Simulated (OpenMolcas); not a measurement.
# Ir⁶⁺: CASSCF and CASPT2 terms and fine-structure levels, part 2 of 2

Wanted: the level scheme of Ir⁶⁺ from active-space wave functions, then second-order correlation under several settings.

OpenMolcas 26.06; ANO-RCC-VDZ, DKH2, active space 3 electrons in 10 orbitals (5d 6d), orbitals: highest spin of each parity. Earlier steps stand in the parts before.

## Step 8: CASPT2: IPEA 0.2, imaginary shift 0.1 (closed shells correlated: 5s 5p)

a.inp

```
>>> COPY JOB001 $Project.JobIph
&CASPT2
Multistate=10 1 2 3 4 5 6 7 8 9 10
Frozen=14 16
IPEA=0.2
Imaginary=0.1
MaxIter=60
WThr=0.0 0.3 0.05
PrWF=0.5
NoMix
>>> COPY JOB002 $Project.JobIph
&CASPT2
Multistate=35 1 2 3 4 5 6 7 8 9 10 11 12 13 14 15 16 17 18 19 20 21 22
23 24 25 26 27 28 29 30 31 32 33 34 35
Frozen=14 16
IPEA=0.2
Imaginary=0.1
MaxIter=60
WThr=0.0 0.3 0.05
PrWF=0.5
NoMix
```

Log:

```text
Orbital specifications:
      -----------------------

      Symmetry species                           1   2
                                                ag  au
      Frozen orbitals                           14  16
      Inactive orbitals                          1   3
      Active orbitals                           10   0
      Secondary orbitals                         2   6
      Deleted orbitals                           0   0
      Number of basis functions                 27  25
Type of calculation                        MS-CASPT2
      Fock operator                              state-specific
      IPEA shift                                 0.20
      Real shift                                 0.00
      Imaginary shift                            0.10
      The input orbitals will be transformed to quasi-canonical
Reference energy:      -17802.4926760962
      E2 (Non-variational):      -0.0622174922
      Shift correction:          -0.0000179853
      E2 (Variational):          -0.0622354775
      Total energy:          -17802.5549115737
      Residual norm:              0.0000005094
      Reference weight:           0.98976
      Contributions to the CASPT2 correlation energy
      Active & Virtual Only:         -0.0001477822
      One Inactive Excited:          -0.0075649669
      Two Inactive Excited:          -0.0545047430
Reference energy:      -17802.4926760962
      E2 (Non-variational):      -0.0625899161
      Shift correction:          -0.0000183612
      E2 (Variational):          -0.0626082773
      Total energy:          -17802.5552843735
      Residual norm:              0.0000000047
      Reference weight:           0.98962
      Contributions to the CASPT2 correlation energy
      Active & Virtual Only:         -0.0001516520
      One Inactive Excited:          -0.0076239057
      Two Inactive Excited:          -0.0548143583
::    CASPT2 Root  1     Total energy: -17802.55491157
::    CASPT2 Root  2     Total energy: -17802.55528437
::    CASPT2 Root  3     Total energy: -17802.55537887
::    CASPT2 Root  4     Total energy: -17802.55520252
::    CASPT2 Root  5     Total energy: -17802.55531552
::    CASPT2 Root  6     Total energy: -17802.55533585
::    CASPT2 Root  7     Total energy: -17802.55502436
::    CASPT2 Root  8     Total energy: -17802.49668019
::    CASPT2 Root  9     Total energy: -17802.49668127
::    CASPT2 Root 10     Total energy: -17802.49668246
::    MS-CASPT2 Root  1     Total energy: -17802.55543481
::    MS-CASPT2 Root  2     Total energy: -17802.55537060
::    MS-CASPT2 Root  3     Total energy: -17802.55532191
::    MS-CASPT2 Root  4     Total energy: -17802.55527367
::    MS-CASPT2 Root  5     Total energy: -17802.55515504
::    MS-CASPT2 Root  6     Total energy: -17802.55500470
::    MS-CASPT2 Root  7     Total energy: -17802.55489276
::    MS-CASPT2 Root  8     Total energy: -17802.49668236
::    MS-CASPT2 Root  9     Total energy: -17802.49668106
::    MS-CASPT2 Root 10     Total energy: -17802.49668007
Orbital specifications:
      -----------------------

      Symmetry species                           1   2
                                                ag  au
      Frozen orbitals                           14  16
      Inactive orbitals                          1   3
      Active orbitals                           10   0
      Secondary orbitals                         2   6
      Deleted orbitals                           0   0
      Number of basis functions                 27  25
Type of calculation                        MS-CASPT2
      Fock operator                              state-specific
      IPEA shift                                 0.20
      Real shift                                 0.00
      Imaginary shift                            0.10
      The input orbitals will be transformed to quasi-canonical
Reference energy:      -17802.4198688223
      E2 (Non-variational):      -0.0650158660
      Shift correction:          -0.0000286121
      E2 (Variational):          -0.0650444781
      Total energy:          -17802.4849133004
      Residual norm:              0.0000002659
      Reference weight:           0.98853
      Contributions to the CASPT2 correlation energy
      Active & Virtual Only:         -0.0008864417
      One Inactive Excited:          -0.0083059139
      Two Inactive Excited:          -0.0558235103
Reference energy:      -17802.4198688223
      E2 (Non-variational):      -0.0649924635
      Shift correction:          -0.0000294476
      E2 (Variational):          -0.0650219111
      Total energy:          -17802.4848907335
      Residual norm:              0.0000005352
      Reference weight:           0.98850
      Contributions to the CASPT2 correlation energy
      Active & Virtual Only:         -0.0009029034
      One Inactive Excited:          -0.0082976378
      Two Inactive Excited:          -0.0557919223
::    CASPT2 Root  1     Total energy: -17802.48491330
::    CASPT2 Root  2     Total energy: -17802.48489073
::    CASPT2 Root  3     Total energy: -17802.48487730
::    CASPT2 Root  4     Total energy: -17802.48485216
::    CASPT2 Root  5     Total energy: -17802.48485620
::    CASPT2 Root  6     Total energy: -17802.48486076
::    CASPT2 Root  7     Total energy: -17802.48490622
::    CASPT2 Root  8     Total energy: -17802.48491045
::    CASPT2 Root  9     Total energy: -17802.48488252
::    CASPT2 Root 10     Total energy: -17802.45668213
::    CASPT2 Root 11     Total energy: -17802.45683749
::    CASPT2 Root 12     Total energy: -17802.45664232
::    CASPT2 Root 13     Total energy: -17802.45670923
::    CASPT2 Root 14     Total energy: -17802.45661942
::    CASPT2 Root 15     Total energy: -17802.45663104
::    CASPT2 Root 16     Total energy: -17802.45679759
::    CASPT2 Root 17     Total energy: -17802.45684992
::    CASPT2 Root 18     Total energy: -17802.45676697
::    CASPT2 Root 19     Total energy: -17802.45685301
::    CASPT2 Root 20     Total energy: -17802.45682546
::    CASPT2 Root 21     Total energy: -17802.47373994
::    CASPT2 Root 22     Total energy: -17802.47374239
::    CASPT2 Root 23     Total energy: -17802.47374182
::    CASPT2 Root 24     Total energy: -17802.46460699
::    CASPT2 Root 25     Total energy: -17802.46460690
::    CASPT2 Root 26     Total energy: -17802.46462849
::    CASPT2 Root 27     Total energy: -17802.46461471
::    CASPT2 Root 28     Total energy: -17802.46465467
::    CASPT2 Root 29     Total energy: -17802.40330101
::    CASPT2 Root 30     Total energy: -17802.40331221
```

Time for this run: 3.5 min (1 thread of Arm Neoverse V2, shared host).

SS-CASPT2: lowest energy less the reference's lowest, -0.0625 hartree; reference weights 0.983 to 0.990. These are the single-state energies of the run (the lines without MS-).

The roots that group into whole terms:

| configuration | term | E (cm-1) | spread (cm-1) |
| --- | --- | --- | --- |
| 5d3 | 4F | 0.0 | 103 |
| 5d3 | 4P | 12850 | 0 |
| 5d3 | 2G | 15430 | 13 |
| 5d3 | 2P | 17880 | 1 |
| 5d3 | 2D | 19880 | 10 |
| 5d3 | 2H | 21610 | 51 |
| 5d3 | 2F | 33340 | 8 |

Fine-structure levels, from the RASSI matrix with the averaged CASPT2 term energies on its diagonal:

```csv
Configuration,Term,J,E (cm-1),g,Leading %,Second
5d3,4F,3/2,0.0,0.493,81,16 2D
5d3,4F,5/2,7780,1.039,94,6 2D
5d3,4F,7/2,14140,1.190,84,13 2G
5d3,4P,3/2,17130,1.386,47,35 2P
5d3,4F,9/2,18300,1.218,57,32 2G
5d3,4P,1/2,19910,2.063,70,30 2P
5d3,2G,7/2,28480,0.950,82,15 4F
5d3,2H,9/2,30390,1.073,55,33 4F
5d3,4P,5/2,30850,1.550,88,11 2D
5d3,2D,3/2,33440,1.185,45,41 4P
5d3,2P,1/2,35260,1.273,70,30 4P
5d3,2H,11/2,40970,1.091,100,
5d3,2D,5/2,42190,1.219,78,12 4P
```

## Step 9: CASPT2: IPEA 0.2, imaginary shift 0.4 (closed shells correlated: 5s 5p)

a.inp, as its differences from that of step 8:

```diff
@@ -5,3 +5,3 @@
 IPEA=0.2
-Imaginary=0.1
+Imaginary=0.4
 MaxIter=60
@@ -16,3 +16,3 @@
 IPEA=0.2
-Imaginary=0.1
+Imaginary=0.4
 MaxIter=60
```

Launch:

```sh
$ OMP_NUM_THREADS=1 MOLCAS_MEM=2252 MOLCAS_PROJECT=a pymolcas a.inp > a.log
```

Log, cut to the lines that bear on the results:

```text
[...]
      Active orbitals                           10   0
[...]
      E2 (Variational):          -0.0622339525
      Total energy:          -17802.5549100487
[...]
::    CASPT2 Root  1     Total energy: -17802.55491005
::    CASPT2 Root  2     Total energy: -17802.55528278
[...]
::    CASPT2 Root 27     Total energy: -17802.46456176
::    CASPT2 Root 28     Total energy: -17802.46459662
::    CASPT2 Root 29     Total energy: -17802.40325654
::    CASPT2 Root 30     Total energy: -17802.40326811
```

Time for this run: 3.5 min (1 thread of Arm Neoverse V2, shared host).

SS-CASPT2: lowest energy less the reference's lowest, -0.0625 hartree; reference weights 0.985 to 0.991. These are the single-state energies of the run (the lines without MS-).

Spin-free terms, from the roots grouped by L:

| configuration | term | E (cm-1) | spread (cm-1) |
| --- | --- | --- | --- |
| 5d3 | 4F | 0.0 | 103 |
| 5d3 | 4P | 12850 | 0 |
| 5d3 | 2G | 15440 | 13 |
| 5d3 | 2P | 17930 | 0 |
| 5d3 | 2D | 19890 | 9 |
| 5d3 | 2H | 21610 | 51 |
| 5d3 | 2F | 33350 | 9 |

Fine-structure levels, from the RASSI matrix with the averaged CASPT2 term energies on its diagonal:

```csv
Configuration,Term,J,E (cm-1),g,Leading %
5d3,4F,3/2,0.0,0.493,81
5d3,4F,5/2,7780,1.039,94
5d3,4F,7/2,14140,1.190,84
5d3,4P,3/2,17150,1.387,47
5d3,4F,9/2,18300,1.218,57
5d3,4P,1/2,19920,2.066,70
5d3,2G,7/2,28490,0.950,82
5d3,2H,9/2,30390,1.073,55
5d3,4P,5/2,30850,1.550,88
5d3,2D,3/2,33440,1.184,45
5d3,2P,1/2,35290,1.270,70
5d3,2H,11/2,40970,1.091,100
5d3,2D,5/2,42200,1.219,78
```

## Step 10: The methods side by side

A. CASSCF
B. XMS-CASPT2, IPEA 0.2, imaginary shift 0.25 (closed shells correlated: 5s 5p)
C. SS-CASPT2, IPEA 0.2, imaginary shift 0.1 (closed shells correlated: 5s 5p)
D. SS-CASPT2, IPEA 0.2, imaginary shift 0.4 (closed shells correlated: 5s 5p)

Energies in cm-1 above each method's lowest level.

| level | A | B | C | D |
| --- | --- | --- | --- | --- |
| 5d3 4F 3/2 | 0.0 | 0.0 | 0.0 | 0.0 |
| 5d3 4F 5/2 | 7446 | 7770 | 7780 | 7780 |
| 5d3 4F 7/2 | 13754 | 14130 | 14140 | 14140 |
| 5d3 4F 9/2 | 17888 | 18310 | 18300 | 18300 |
| 5d3 4P 1/2 | 21443 | 19920 | 19910 | 19920 |
| 5d3 2G 7/2 | 28497 | 28540 | 28480 | 28490 |
| 5d3 2H 9/2 | 29500 | 30400 | 30390 | 30390 |
| 5d3 4P 5/2 | 32135 | 30820 | 30850 | 30850 |
| 5d3 2P 1/2 | 37335 | 35330 | 35260 | 35290 |
| 5d3 2H 11/2 | 39665 | 40980 | 40970 | 40970 |
| 5d3 2D 5/2 | 44355 | 42250 | 42190 | 42200 |

## Step 11: Summary of results

This closing draws on all 2 parts.

| quantity | value |
| --- | --- |
| method | XMS-CASPT2, IPEA 0.2, imaginary shift 0.25 (closed shells correlated: 5s 5p) |
| lowest level | 5d3 4F 3/2, 81 % of that term, g = 0.492 |
| ground level listed by NIST | 4F3/2 |
| first excited level | 5d3 4F 5/2 at 7770 cm-1 |
| lowest level of another term | 5d3 4P 3/2 at 17160 cm-1 |
| spin-orbit lowering of the lowest level | 16475 cm-1 |
| strongest of the lines computed, by gA (one parity, so forbidden lines), at CASSCF energies | 5d3 2G 7/2 → 5d3 4F 5/2, 475 nm, A = 5.25e+01 s⁻¹ |

What each method costs and misses:

| method | time of its own steps | time with the reference | mean absolute difference from method B (cm-1) |
| --- | --- | --- | --- |
| A. CASSCF | 12 s | 12 s | 940 |
| B. XMS-CASPT2, IPEA 0.2, imaginary shift 0.25, +5s 5p | 3.6 min | 3.8 min | 0 |
| C. SS-CASPT2, IPEA 0.2, imaginary shift 0.1, +5s 5p | 3.5 min | 3.7 min | 24 |
| D. SS-CASPT2, IPEA 0.2, imaginary shift 0.4, +5s 5p | 3.5 min | 3.7 min | 21 |

Times are of one thread on a shared host.

What this shows: The multiplet 4F is regular; its intervals divided by the larger J differ by 112 % of their mean, where Landé's rule for pure LS coupling makes them equal. Second-order correlation (method B) scales the levels of the lowest configuration above 5000 cm⁻¹ by 0.93 to 1.04. Only the configurations of the active space and the roots asked for are present. The doublets rest on orbitals optimised for another spin in at least one step, which raises them against the optimised states. Not all states of the active space went into the spin-orbit step. CASPT2 does not keep the components of a term degenerate, and the means are used. The levels of the extra active shells were not computed. The basis is small and contracted for the neutral atom, so it is rough for this charge. Levels of other configurations are missing from the list.
